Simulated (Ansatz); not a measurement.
Write a Python script for Ansatz's Python interface that makes an equation of state with a fit of VCo, space group Pm-3m. Use (first run): LDA, PAW, cutoff 450 eV, 10×10×10 k-points, Fermi-Dirac smearing of 0.1 eV, collinear spin.

```cif
data_structure
_symmetry_space_group_name_H-M 'P 1'
_symmetry_Int_Tables_number 1
_cell_length_a 2.8904
_cell_length_b 2.8904
_cell_length_c 2.8904
_cell_angle_alpha 90.000
_cell_angle_beta 90.000
_cell_angle_gamma 90.000
_cell_volume 24.15
loop_
_atom_site_label
_atom_site_type_symbol
_atom_site_fract_x
_atom_site_fract_y
_atom_site_fract_z
_atom_site_occupancy
V1 V 0.00000 0.00000 0.00000 1
Co1 Co 0.50000 0.50000 0.50000 1
```

The script, `vco_eos.py`:
```python
"""Bulk modulus of VCo from an E(V) curve."""

import logging
import sys

import ansatz as az
from ase.eos import EquationOfState
from ase.units import GPa
import numpy as np

logging.basicConfig(stream=sys.stdout, format="%(levelname)s:%(name)s:%(message)s")
logger = logging.getLogger("calc")
logger.setLevel(logging.INFO)

VECTORS = np.array([
    [2.890428, 0.0, 0.0],
    [0.0, 2.890428, 0.0],
    [0.0, 0.0, 2.890428],
])
SITES = [
    ("V", (0.0, 0.0, 0.0), 1.5),
    ("Co", (0.5, 0.5, 0.5), 2.5),
]


def on_lattice(cell):
    crystal = az.Crystal(lattice=az.Lattice.of(cell))
    for symbol, position, moment in SITES:
        crystal = crystal.atom(symbol, position, moment=moment or None)
    return crystal


def main() -> None:
    # scale the volume, keep shape and fractions
    volumes, energies = [], []
    for scale in np.linspace(0.88, 1.12, 7):
        cell = VECTORS * scale ** (1 / 3)
        model = (
            on_lattice(cell).calculation()
            .spin("collinear")
            .scf(tolerance=1e-09, max_iterations=70)
            .pseudopotentials("paw")
            .occupations("fermi_dirac")
            .functional("lda")
            .basis(450)
            .kpoints(10, 10, 10)
        )
        rep = model.run(threads=1).report
        volumes.append(abs(np.linalg.det(cell)) / len(SITES))
        energies.append(rep["free_energy_ev"] / len(SITES))
        logger.info(f"V = {volumes[-1]:8.4f} A^3/atom  F = {energies[-1]:.5f} eV/atom")

    eos = EquationOfState(volumes, energies, eos="birchmurnaghan")
    v0, e0, bulk = eos.fit()
    logger.info(f"V0 = {v0:.4f} A^3/atom, E0 = {e0:.5f} eV/atom, B = {bulk / GPa:.1f} GPa")
    eos.plot("eos.png")


if __name__ == "__main__":
    main()
```

`python vco_eos.py` gives:
```text
INFO:calc:V =  10.6252 A^3/atom  F = -3961.67047 eV/atom
INFO:calc:V =  11.1082 A^3/atom  F = -3961.69645 eV/atom
INFO:calc:V =  11.5912 A^3/atom  F = -3961.68980 eV/atom
INFO:calc:V =  12.0741 A^3/atom  F = -3961.65686 eV/atom
INFO:calc:V =  12.5571 A^3/atom  F = -3961.60264 eV/atom
INFO:calc:V =  13.0401 A^3/atom  F = -3961.53131 eV/atom
INFO:calc:V =  13.5230 A^3/atom  F = -3961.44635 eV/atom
INFO:calc:V0 = 11.2378 A^3/atom, E0 = -3961.69760 eV/atom, B = 237.0 GPa
```

A third-order Birch-Murnaghan fit through the 7 points has its minimum at 11.24 Å³ an atom, 6.9 % below the typed cell, with a bulk modulus of 237 GPa and dB/dP = 4.1. From that minimum the energy rises by 27.1 meV an atom on the compressed side and 251.3 meV on the expanded side. The window is off centre, so dB/dP is rough.

Absolute energies stand on the zero of these potentials, so only differences at equal settings mean something. Other magnetic orders than the one started from may lie lower. The mesh is modest for a metal, so energies can be off by several to tens of meV an atom and pressures by half a GPa or more; differences at equal mesh fare better. This cell is a computed structure, which may not be the phase found in nature. Hardware and time: 50 s on 1 thread of Arm Neoverse V1 (shared host), peak memory 0.44 GiB.
